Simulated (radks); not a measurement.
# Nuclear size and the levels of Tb⁵³⁺

One table from this session's results is given with a row withheld; the runs are named, their logs left out.

Program: radks (a radial shooting solver on a logarithmic mesh, Libxc functionals) version 1. Level of theory: Dirac Kohn-Sham, BLYP, spin-unpolarised, spherical densities, finite nucleus. These are calculated values, not measurements, unless marked.

## The atom as given

```
element            : terbium (Z = 65)
charge             : +53
electrons          : 12
configuration      : [Ne] 3s2
nuclear rms radius : 5.06 fm
```

Outer shells as boxes (Hund's rule):

Tb⁵³⁺
```
[Ne] core
3s [↑↓]
```

The first run:

Settings of this run:

```text
Z 65
configuration [Ne] 3s2 3p0 4s0
relativity Dirac
functional b88,lyp
spin unpolarised
j_filling average
nucleus finite rms 5.06 fm
c 137.035999084
```

Started as:

```console
$ python run_ks.py task.json out
```

All runs below come from this command, one after another.

Among the steps run: rms radius 5.06 fm.

One of the session's tables, all rows but one given; the rest of the session is left out.

It belongs to the step «rms radius 5.06 fm». Radial moments (bohr):

```
level      <r>  outermost maximum (interpolated)  90 % within  nodes
1s1/2  0.02149                            0.0136       0.0389      0
2s1/2  0.08953                            0.0771        0.139      1
2p1/2        ?                                 ?            ?      ?
2p3/2  0.08121                            0.0638        0.131      0
3s1/2   0.2153                             0.206        0.313      2
3p1/2   0.2026                             0.192        0.301      1
3p3/2   0.2124                             0.202        0.314      1
4s1/2   0.4023                             0.406        0.567      3
```

**Question.** Estimate the row for 2p1/2.

**Answer.** <r>: 0.07458; outermost maximum (interpolated): 0.0580; 90 % within: 0.123; nodes: 0. In the column «<r>» it lies between 1s1/2 (0.02149) and 2p3/2 (0.08121).
